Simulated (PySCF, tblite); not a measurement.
# C₂H₅OSe−: dynamics, then NMR shifts on frames

Aim: move C₂H₅OSe− (`COC[Se-]`) away from its starting geometry and see how NMR shifts follow the geometry.

Programs: tblite 0.8.0 and PySCF 2.14.0, with density-fitted response routines of our own. Each step states its level of theory. These are calculated values for one molecule in the gas phase, unless marked as measured. Atoms count from 0, in the outputs and in this text.

## (1) Starting geometry

9 atoms, charge -1, multiplicity 1; geometry from: GFN2-xTB.

Bonds of the start (Å): C0–O1 1.40, O1–C2 1.38, C2–Se3 1.96, C0–H4 1.10, C0–H5 1.09, C0–H6 1.09, C2–H7 1.10, C2–H8 1.09.

## (2) Dynamics with GFN2-xTB

What the job is given:

```
{"job": {"kind": "md", "xc": "GFN2-xTB", "basis": "xTB", "temperature": 200, "steps": 2000, "every": 50, "frames": 5}, "charge": -1, "multiplicity": 1}
C     -1.162237     0.133379    -0.212808
O     -0.229821     0.167978     0.832031
C      1.039085    -0.205980     0.422814
Se     1.883429     0.925202    -0.934851
H     -1.271027    -0.887713    -0.608654
H     -0.845088     0.790214    -1.029279
H     -2.115008     0.476940     0.191166
H      1.036921    -1.225446     0.008120
H      1.677309    -0.168580     1.306281
```

Level: GFN2-xTB Langevin dynamics, gas phase.

Launch:

```sh
$ OMP_NUM_THREADS=1 python probes_run.py task.json out
```

The driver reads the jobs from task.json and runs them one after another.

Log:

```text
t/fs     T/K      E/eV
    0.0   186.1   -389.43524
   25.0   175.8   -389.29972
   50.0   168.3   -389.27110
   75.0    89.6   -389.25053
  100.0    95.2   -389.20358
  125.0   118.4   -389.29698
  150.0   210.8   -389.28037
  175.0   216.6   -389.36091
  200.0   117.2   -389.25282
  225.0   104.2   -389.17864
  250.0   170.4   -389.21817
  275.0   192.7   -389.25314
  300.0   213.5   -389.27512
  325.0   229.1   -389.26128
  350.0   124.5   -389.11771
  375.0   203.7   -389.21959
  400.0   219.3   -389.23743
  425.0   309.9   -389.24236
  450.0   181.3   -389.13970
  475.0   234.2   -389.17214
  500.0   254.9   -389.08211
  525.0   239.8   -389.17174
  550.0   306.1   -389.25049
  575.0   239.0   -389.15084
  600.0   269.8   -389.28740
  625.0   258.1   -389.14408
  650.0   266.8   -389.24183
  675.0   263.6   -389.19573
  700.0   223.0   -389.05866
  725.0   224.0   -389.11336
  750.0   250.5   -389.17643
  775.0   332.8   -389.14759
  800.0   325.8   -389.19953
  825.0   214.3   -389.22122
  850.0   129.9   -389.23450
  875.0   190.1   -389.28789
  900.0   131.7   -389.23920
  925.0   183.5   -389.34769
  950.0   196.3   -389.31219
  975.0   195.8   -389.30638
 1000.0   164.7   -389.30228
```

Run time: 5.8 s. Hardware: 1 thread of Arm Neoverse V1, shared host; peak memory 0.18 GiB.

Distance from the start (root mean square after alignment): 0 fs 0.00 Å, 200 fs 0.31 Å, 400 fs 0.15 Å, 600 fs 0.22 Å, 800 fs 0.14 Å, 1000 fs 0.14 Å.

Positions (Å) and forces (eV/Å) at 1000 fs:

```xyz
9

C    -1.788    1.243   -0.119   -1.240   -1.793    1.077
O    -0.906    0.379    0.552    0.267    0.438    0.187
C     0.249    0.104   -0.161   -0.633   -0.824   -0.755
Se    1.350    1.533   -0.805    0.276    0.501    0.036
H    -2.424    0.645   -0.810    0.202    0.376    0.043
H    -1.299    2.016   -0.606    1.055    1.294   -1.086
H    -2.405    1.669    0.669   -0.324    0.067    0.019
H    -0.015   -0.476   -1.076    0.023    0.070    0.143
H     0.834   -0.549    0.468    0.374   -0.130    0.336
```

## (3) Nuclear shieldings: 250 fs, PBE0/pcSseg-1

What the job is given:

```
{"job": {"kind": "nmr", "xc": "PBE0", "basis": "pcSseg-1", "pop": false}, "charge": -1, "multiplicity": 1}
C     -1.057600     0.064400     0.126900
O      0.053900    -0.222400     0.920500
C      1.266800    -0.501100     0.257700
Se     1.783500     0.832400    -1.081000
H     -0.981900    -0.329000    -0.867700
H     -1.064300     1.171000     0.096400
H     -1.943400    -0.253400     0.691700
H      1.222500    -1.480100    -0.246000
H      2.109500    -0.488700     0.998300
```

Level: GIAO PBE0/pcSseg-1 NMR shielding, non-relativistic, gas phase.

Log:

```text
coarse grid: 35232 points
cycle   1  E = -2555.1752055484  dE = -7.308e-01  |g| = 8.097e-01  |ddm| = 2.639e+00
cycle   2  E = -2555.1623734948  dE =  1.283e-02  |g| = 7.427e-01  |ddm| = 1.518e+00
cycle   3  E = -2555.2537410322  dE = -9.137e-02  |g| = 2.502e-01  |ddm| = 7.801e-01
cycle   4  E = -2555.2635538344  dE = -9.813e-03  |g| = 2.759e-02  |ddm| = 1.879e-01
cycle   5  E = -2555.2637244850  dE = -1.707e-04  |g| = 1.966e-02  |ddm| = 7.128e-02
cycle   6  E = -2555.2637862940  dE = -6.181e-05  |g| = 3.030e-03  |ddm| = 2.210e-02
cycle   7  E = -2555.2637883153  dE = -2.021e-06  |g| = 1.136e-03  |ddm| = 3.647e-03
final grid: 73560 points
cycle   8  E = -2555.2637498065  dE =  3.708e-07  |g| = 1.634e-03  |ddm| = 2.939e-03
cycle   9  E = -2555.2637488054  dE =  1.001e-06  |g| = 2.512e-03  |ddm| = 4.065e-03
cycle  10  E = -2555.2637505169  dE = -1.712e-06  |g| = 1.893e-04  |ddm| = 2.544e-03
cycle  11  E = -2555.2637505201  dE = -3.198e-09  |g| = 1.834e-05  |ddm| = 1.324e-04
cycle  12  E = -2555.2637505202  dE = -5.912e-11  |g| = 3.426e-06  |ddm| = 1.346e-05
converged SCF energy = -2555.2637505202

GIAO shielding tensors (ppm)
atom      isotropic    diamagn.    paramagn.     s11        s22        s33       span
  0 C      134.489     244.242    -109.753    114.152    116.358    172.956     58.804
  1 O      323.847     396.412     -72.565    260.949    307.108    403.485    142.536
  2 C      106.970     239.950    -132.979     49.805    103.438    167.668    117.863
  3 Se    1959.275    3002.724   -1043.449   1387.259   1755.364   2735.200   1347.941
  4 H       28.359      29.817      -1.459     22.606     28.128     34.342     11.736
  5 H       26.938      29.178      -2.241     21.587     26.232     32.994     11.407
  6 H       29.093      29.686      -0.593     25.651     27.201     34.425      8.774
  7 H       25.846      29.450      -3.605     16.014     27.807     33.717     17.702
  8 H       24.794      28.401      -3.607     15.728     25.849     32.805     17.077
```

Run time: 9.7 s. Hardware: 1 thread of Arm Neoverse V1, shared host; peak memory 0.53 GiB.

Shifts follow as δ = σ(reference) − σ, with reference shieldings (ppm) from runs at the same level and on the same kind of geometry: 1H TMS 31.72, 13C TMS 186.9, 17O H2O 336.1, 77Se Me2Se 1758. The references are single molecules in the gas phase, so shifts against H2O, NH3, PH3, H3PO4 or CFCl3 are not on the usual liquid scales and can be off by tens of ppm. Each atom is listed at this fixed geometry, with no averaging over motion; a spectrum would average atoms that exchange fast.

| atoms | environment | σ (ppm) | δ (ppm) |
| --- | --- | --- | --- |
| C2 | sp3 CH2 bonded to O and Se | 107.0 | 80.0 |
| C0 | methyl carbon bonded to O | 134.5 | 52.4 |
| H8 | hydrogen on an sp3 CH2 bonded to O and Se | 24.79 | 6.92 |
| H7 | hydrogen on an sp3 CH2 bonded to O and Se | 25.85 | 5.87 |
| H5 | hydrogen on a methyl carbon bonded to O | 26.94 | 4.78 |
| H4 | hydrogen on a methyl carbon bonded to O | 28.36 | 3.36 |
| H6 | hydrogen on a methyl carbon bonded to O | 29.09 | 2.62 |
| O1 | ether oxygen | 323.8 | 12.2 |
| Se3 | selenium bonded to C | 1959 | -201 |

The fields below are evaluated on a grid from the run's orbitals.

Frontier orbitals at PBE0/pcSseg-1, with the share of their density that lies nearest to each atom:

| orbital | energy (eV) | lies on |
| --- | --- | --- |
| HOMO | 0.72 | Se3 88 % |
| LUMO | 5.86 | H6 41 %; H4, H5 about 12 % each; H7, H8 about 8 % each |

ELF in a plane through or near 4 of the atoms.

Values, 10 rows by 14 columns:
```
0.00 0.00 0.00 0.00 0.00 0.00 0.00 0.00 0.00 0.00 0.00 0.00 0.00 0.00
0.00 0.00 0.00 0.00 0.00 0.00 0.00 0.00 0.00 0.00 0.00 0.00 0.00 0.00
0.00 0.00 0.00 0.00 0.01 0.01 0.00 0.02 0.00 0.00 0.01 0.00 0.00 0.00
0.00 0.00 0.01 0.18 0.27 0.11 0.15 0.75 0.16 0.33 0.97 0.71 0.01 0.00
0.00 0.00 0.02 0.55 0.77 0.36 0.62 0.79 0.52 0.95 1.00 0.98 0.08 0.00
0.00 0.00 0.07 0.12 0.52 0.76 0.54 0.15 0.29 0.33 0.40 0.12 0.00 0.00
0.00 0.18 0.70 0.84 0.23 0.22 0.63 0.13 0.28 0.70 0.39 0.02 0.00 0.00
0.00 0.17 0.70 0.86 0.24 0.36 0.78 0.71 0.02 0.04 0.03 0.00 0.00 0.00
0.00 0.01 0.22 0.44 0.52 0.63 0.69 0.51 0.02 0.00 0.00 0.00 0.00 0.00
0.00 0.00 0.00 0.02 0.04 0.07 0.08 0.02 0.00 0.00 0.00 0.00 0.00 0.00
```
The map spans 9.3 Å across and 8.5 Å up, centred on the molecule. Atoms in the plane (x, y in Å): C0 (1.2, 0.0), C2 (-1.2, 0.3), Se3 (-1.5, -1.7), H6 (2.1, 0.7).

On the surface of density 0.002 e/bohr³ the electrostatic potential runs, from the 1st to the 99th percentile, from -6.31 V near Se3 to -2.65 V near H6.

## (4) NMR shieldings: 425 fs, PBE0/pcSseg-1

What the job is given:

```
{"job": {"kind": "nmr", "xc": "PBE0", "basis": "pcSseg-1", "pop": false}, "charge": -1, "multiplicity": 1}
C     -1.128800    -0.408000    -0.133900
O     -0.013400    -0.469600     0.686900
C      1.151600    -0.482300    -0.112300
Se     1.707800     1.075900    -1.115000
H     -1.017800    -1.028900    -0.994400
H     -1.264900     0.663800    -0.455100
H     -2.032600    -0.647200     0.416500
H      1.155900    -1.329900    -0.872900
H      1.986900    -0.681000     0.552800
```

Level: GIAO PBE0/pcSseg-1 NMR shielding, non-relativistic, gas phase.

Log:

```text
coarse grid: 35232 points
cycle   1  E = -2555.1819733458  dE = -7.032e-01  |g| = 7.913e-01  |ddm| = 2.653e+00
cycle   2  E = -2555.1731675030  dE =  8.806e-03  |g| = 7.052e-01  |ddm| = 1.454e+00
cycle   3  E = -2555.2536460917  dE = -8.048e-02  |g| = 2.613e-01  |ddm| = 7.661e-01
cycle   4  E = -2555.2645696315  dE = -1.092e-02  |g| = 2.862e-02  |ddm| = 1.979e-01
cycle   5  E = -2555.2647506071  dE = -1.810e-04  |g| = 1.995e-02  |ddm| = 7.058e-02
cycle   6  E = -2555.2648135716  dE = -6.296e-05  |g| = 3.091e-03  |ddm| = 2.143e-02
cycle   7  E = -2555.2648156975  dE = -2.126e-06  |g| = 1.117e-03  |ddm| = 3.677e-03
final grid: 73560 points
cycle   8  E = -2555.2648780000  dE =  3.318e-07  |g| = 1.579e-03  |ddm| = 2.614e-03
cycle   9  E = -2555.2648770888  dE =  9.112e-07  |g| = 2.409e-03  |ddm| = 3.946e-03
cycle  10  E = -2555.2648786560  dE = -1.567e-06  |g| = 1.863e-04  |ddm| = 2.457e-03
cycle  11  E = -2555.2648786592  dE = -3.186e-09  |g| = 2.046e-05  |ddm| = 1.325e-04
cycle  12  E = -2555.2648786593  dE = -6.958e-11  |g| = 3.709e-06  |ddm| = 1.513e-05
converged SCF energy = -2555.2648786593

GIAO shielding tensors (ppm)
atom      isotropic    diamagn.    paramagn.     s11        s22        s33       span
  0 C      130.821     243.977    -113.156     95.959    117.229    179.275     83.316
  1 O      311.655     395.579     -83.924    234.098    327.438    373.429    139.331
  2 C      104.882     238.286    -133.404     46.834     97.863    169.947    123.113
  3 Se    1931.637    3002.060   -1070.423   1302.963   1785.960   2705.987   1403.024
  4 H       30.154      30.461      -0.307     25.972     27.812     36.678     10.707
  5 H       26.308      28.394      -2.087     20.628     26.914     31.381     10.753
  6 H       29.269      29.870      -0.600     25.882     27.325     34.601      8.719
  7 H       25.288      28.560      -3.273     14.193     27.432     34.238     20.045
  8 H       25.426      29.186      -3.760     15.110     27.922     33.247     18.136
```

It took 6.4 s on 1 thread of Arm Neoverse V1, shared host; peak memory 0.56 GiB.

In short: δ C2 82.0, C0 56.1, O1 24.4, Se3 -173, H7 6.43, H8 6.29 ppm.

## (5) Shielding tensors: 625 fs, PBE0/pcSseg-1

What the job is given:

```
{"job": {"kind": "nmr", "xc": "PBE0", "basis": "pcSseg-1", "pop": false}, "charge": -1, "multiplicity": 1}
C     -1.440800    -0.034600    -0.269100
O     -0.280600    -0.027100     0.605100
C      0.957900    -0.200700     0.103900
Se     1.617200     1.183300    -1.123300
H     -1.626800    -1.005200    -0.768800
H     -1.324000     0.835900    -0.951800
H     -2.358700     0.070500     0.432100
H      1.024100    -1.197700    -0.434700
H      1.635600    -0.197700     0.949300
```

Level: GIAO PBE0/pcSseg-1 NMR shielding, non-relativistic, gas phase.

Log:

```text
coarse grid: 35232 points
cycle   1  E = -2555.1695642793  dE = -7.710e-01  |g| = 8.079e-01  |ddm| = 2.619e+00
cycle   2  E = -2555.1524994155  dE =  1.706e-02  |g| = 7.584e-01  |ddm| = 1.629e+00
cycle   3  E = -2555.2491804591  dE = -9.668e-02  |g| = 2.606e-01  |ddm| = 8.760e-01
cycle   4  E = -2555.2598018262  dE = -1.062e-02  |g| = 3.613e-02  |ddm| = 2.077e-01
cycle   5  E = -2555.2600908414  dE = -2.890e-04  |g| = 2.472e-02  |ddm| = 8.566e-02
cycle   6  E = -2555.2602027366  dE = -1.119e-04  |g| = 3.316e-03  |ddm| = 2.495e-02
cycle   7  E = -2555.2602051591  dE = -2.423e-06  |g| = 1.189e-03  |ddm| = 4.339e-03
final grid: 73560 points
cycle   8  E = -2555.2602286832  dE =  2.533e-07  |g| = 1.539e-03  |ddm| = 2.457e-03
cycle   9  E = -2555.2602279723  dE =  7.109e-07  |g| = 2.202e-03  |ddm| = 3.492e-03
cycle  10  E = -2555.2602292481  dE = -1.276e-06  |g| = 2.621e-04  |ddm| = 2.225e-03
cycle  11  E = -2555.2602292567  dE = -8.639e-09  |g| = 2.682e-05  |ddm| = 2.162e-04
cycle  12  E = -2555.2602292569  dE = -1.187e-10  |g| = 3.296e-06  |ddm| = 1.806e-05
converged SCF energy = -2555.2602292569

GIAO shielding tensors (ppm)
atom      isotropic    diamagn.    paramagn.     s11        s22        s33       span
  0 C      125.951     243.568    -117.618     84.986    119.063    173.803     88.818
  1 O      280.986     396.665    -115.679    214.089    284.145    344.723    130.634
  2 C      110.303     239.685    -129.382     56.155    111.142    163.613    107.458
  3 Se    1958.546    3002.085   -1043.538   1278.017   1822.354   2775.269   1497.252
  4 H       29.347      29.429      -0.082     25.927     27.072     35.041      9.114
  5 H       25.377      27.785      -2.408     19.543     26.822     29.767     10.224
  6 H       27.989      28.010      -0.020     24.088     26.786     33.093      9.005
  7 H       25.606      28.959      -3.352     15.780     27.431     33.608     17.829
  8 H       25.461      29.536      -4.076     15.840     27.218     33.323     17.483
```

It took 6.4 s on 1 thread of Arm Neoverse V1, shared host; peak memory 0.57 GiB.

In short: δ C2 76.6, C0 61.0, O1 55.1, Se3 -200, H5 6.34, H8 6.26 ppm.

## (6) NMR shieldings: 800 fs, PBE0/pcSseg-1

What the job is given:

```
{"job": {"kind": "nmr", "xc": "PBE0", "basis": "pcSseg-1", "pop": false}, "charge": -1, "multiplicity": 1}
C     -1.625600     0.487100    -0.405800
O     -0.640100     0.545600     0.568300
C      0.545100    -0.008400     0.161600
Se     1.570100     1.277000    -0.964600
H     -1.845800    -0.560600    -0.662400
H     -1.364100     1.074500    -1.373400
H     -2.567100     0.956800    -0.082800
H      0.511400    -0.998800    -0.324400
H      1.176200    -0.053900     1.090100
```

With the program's defaults for keys left out, this is: GIAO PBE0/pcSseg-1 NMR shielding, non-relativistic, gas phase.

Log:

```text
coarse grid: 35232 points
cycle   1  E = -2555.1720678298  dE = -7.264e-01  |g| = 7.984e-01  |ddm| = 2.623e+00
cycle   2  E = -2555.1609381958  dE =  1.113e-02  |g| = 7.215e-01  |ddm| = 1.624e+00
cycle   3  E = -2555.2512193802  dE = -9.028e-02  |g| = 2.551e-01  |ddm| = 8.755e-01
cycle   4  E = -2555.2611103500  dE = -9.891e-03  |g| = 2.774e-02  |ddm| = 1.720e-01
cycle   5  E = -2555.2612775777  dE = -1.672e-04  |g| = 2.108e-02  |ddm| = 7.225e-02
cycle   6  E = -2555.2613531023  dE = -7.552e-05  |g| = 3.238e-03  |ddm| = 2.384e-02
cycle   7  E = -2555.2613554457  dE = -2.343e-06  |g| = 1.252e-03  |ddm| = 4.183e-03
final grid: 73560 points
cycle   8  E = -2555.2613590313  dE =  4.331e-07  |g| = 1.768e-03  |ddm| = 2.965e-03
cycle   9  E = -2555.2613578333  dE =  1.198e-06  |g| = 2.728e-03  |ddm| = 4.454e-03
cycle  10  E = -2555.2613598492  dE = -2.016e-06  |g| = 2.367e-04  |ddm| = 2.821e-03
cycle  11  E = -2555.2613598548  dE = -5.581e-09  |g| = 2.136e-05  |ddm| = 1.758e-04
cycle  12  E = -2555.2613598549  dE = -7.412e-11  |g| = 3.024e-06  |ddm| = 1.463e-05
converged SCF energy = -2555.2613598549

GIAO shielding tensors (ppm)
atom      isotropic    diamagn.    paramagn.     s11        s22        s33       span
  0 C      131.341     242.388    -111.047     95.992    115.867    182.165     86.173
  1 O      295.405     395.325     -99.920    212.326    320.293    353.596    141.270
  2 C      110.382     241.285    -130.903     54.454    106.096    170.595    116.142
  3 Se    1819.736    3001.520   -1181.784    916.416   1699.810   2842.981   1926.566
  4 H       29.764      29.626       0.138     25.845     26.902     36.544     10.699
  5 H       25.550      27.293      -1.743     20.152     27.028     29.471      9.319
  6 H       29.021      28.729       0.291     25.511     26.991     34.561      9.049
  7 H       26.613      29.908      -3.295     17.253     28.533     34.052     16.799
  8 H       24.581      28.996      -4.414     15.384     25.496     32.863     17.478
```

Run time: 6.4 s. Hardware: 1 thread of Arm Neoverse V1, shared host; peak memory 0.58 GiB.

In short: δ C2 76.5, C0 55.6, O1 40.7, Se3 -61, H8 7.14, H5 6.17 ppm.

## (7) Nuclear shieldings: 1000 fs, PBE0/pcSseg-1

What the job is given:

```
{"job": {"kind": "nmr", "xc": "PBE0", "basis": "pcSseg-1", "pop": false}, "charge": -1, "multiplicity": 1}
C     -1.788000     1.242700    -0.119000
O     -0.905800     0.378800     0.551700
C      0.249400     0.103600    -0.161200
Se     1.349800     1.532900    -0.805300
H     -2.424100     0.645100    -0.809900
H     -1.298900     2.015900    -0.605700
H     -2.405100     1.669400     0.669100
H     -0.015100    -0.476100    -1.075600
H      0.833600    -0.548800     0.467500
```

Method: GIAO PBE0/pcSseg-1 NMR shielding, non-relativistic, gas phase.

Log:

```text
coarse grid: 35232 points
cycle   1  E = -2555.1836799367  dE = -6.438e-01  |g| = 7.956e-01  |ddm| = 2.679e+00
cycle   2  E = -2555.1754743982  dE =  8.206e-03  |g| = 7.100e-01  |ddm| = 1.498e+00
cycle   3  E = -2555.2559087161  dE = -8.043e-02  |g| = 2.558e-01  |ddm| = 7.845e-01
cycle   4  E = -2555.2664540615  dE = -1.055e-02  |g| = 3.010e-02  |ddm| = 2.068e-01
cycle   5  E = -2555.2666571992  dE = -2.031e-04  |g| = 1.981e-02  |ddm| = 7.147e-02
cycle   6  E = -2555.2667205130  dE = -6.331e-05  |g| = 2.885e-03  |ddm| = 2.020e-02
cycle   7  E = -2555.2667223018  dE = -1.789e-06  |g| = 1.050e-03  |ddm| = 3.400e-03
final grid: 73560 points
cycle   8  E = -2555.2667001420  dE =  2.508e-07  |g| = 1.460e-03  |ddm| = 2.602e-03
cycle   9  E = -2555.2666994548  dE =  6.872e-07  |g| = 2.148e-03  |ddm| = 3.521e-03
cycle  10  E = -2555.2667006939  dE = -1.239e-06  |g| = 1.775e-04  |ddm| = 2.180e-03
cycle  11  E = -2555.2667006970  dE = -3.120e-09  |g| = 2.046e-05  |ddm| = 1.279e-04
cycle  12  E = -2555.2667006971  dE = -7.094e-11  |g| = 3.449e-06  |ddm| = 1.486e-05
converged SCF energy = -2555.2667006971

GIAO shielding tensors (ppm)
atom      isotropic    diamagn.    paramagn.     s11        s22        s33       span
  0 C      136.846     242.463    -105.617    101.423    125.783    183.334     81.911
  1 O      304.862     397.052     -92.190    241.896    309.480    363.210    121.314
  2 C      113.744     241.139    -127.395     52.974    117.566    170.693    117.719
  3 Se    2045.943    3001.628    -955.684   1422.594   1955.357   2759.879   1337.284
  4 H       29.534      28.954       0.580     25.343     26.850     36.410     11.067
  5 H       26.970      30.281      -3.311     20.454     28.948     31.509     11.055
  6 H       29.365      29.229       0.136     24.989     27.721     35.385     10.396
  7 H       25.807      30.195      -4.388     15.029     27.182     35.211     20.182
  8 H       26.522      30.422      -3.900     16.884     28.782     33.900     17.016
```

Wall time 6.4 s (1 thread of Arm Neoverse V1, shared host); peak memory 0.56 GiB.

This run: δ C2 73.2, C0 50.1, O1 31.2, Se3 -288, H7 5.91, H8 5.19 ppm.

## (8) Side by side: NMR shifts

Shifts (ppm) of some atoms, chosen among heavy atoms and hydrogens apart, with basis size and wall time:

| frame | C2 | C0 | H8 | H5 | H4 | O1 | Se3 | functions | time |
| --- | --- | --- | --- | --- | --- | --- | --- | --- | --- |
| 250 fs | 80.0 | 52.4 | 6.92 | 4.78 | 3.36 | 12.2 | -201 | 117 | 9.7 s |
| 425 fs | 82.0 | 56.1 | 6.29 | 5.41 | 1.56 | 24.4 | -173 | 117 | 6.4 s |
| 625 fs | 76.6 | 61.0 | 6.26 | 6.34 | 2.37 | 55.1 | -200 | 117 | 6.4 s |
| 800 fs | 76.5 | 55.6 | 7.14 | 6.17 | 1.95 | 40.7 | -61 | 117 | 6.4 s |
| 1000 fs | 73.2 | 50.1 | 5.19 | 4.75 | 2.18 | 31.2 | -288 | 117 | 6.4 s |

## (9) Summary of results

| quantity | value |
| --- | --- |
| thermostat | 200 K |
| mean temperature, second half | 231 K |
| mean potential energy above the minimum | 0.22 eV |
| 13C shifts against TMS (PBE0/pcSseg-1, 250 fs) | 80.0, 52.4 ppm |
| 1H shifts against TMS (PBE0/pcSseg-1, 250 fs) | 6.92, 5.87, 4.78, 3.36, 2.62 ppm |
| 17O shifts against H2O (PBE0/pcSseg-1, 250 fs) | 12.2 ppm |
| 77Se shifts against Me2Se (PBE0/pcSseg-1, 250 fs) | -201 ppm |
| range of the shift of Se3 | -288 to -61 ppm |

**Reading.** In the second half the potential energy averages 0.22 eV above the minimum; equipartition over 21 harmonic modes at 200 K would give 0.18 eV. With 9 atoms the temperature swings widely (90 to 333 K). Shifts at one fixed geometry are not the observed spectrum, which averages over the motion. In the first frame run (250 fs): The largest span, 1348 ppm, is at Se3, where the paramagnetic term is -1043 ppm. In ppm, Se3 moves most: its shift spreads over 226 ppm, from -288 (1000 fs) to -61 (800 fs). Spin-orbit coupling is left out, which matters for shieldings and couplings at and beside the heavy atoms. At PBE0/pcSseg-1 the HOMO lies above zero (+0.72 eV), as often for anions in the gas phase: self-interaction error lifts it, or the electron is held by the finite basis alone; counter-ions and solvent are missing.
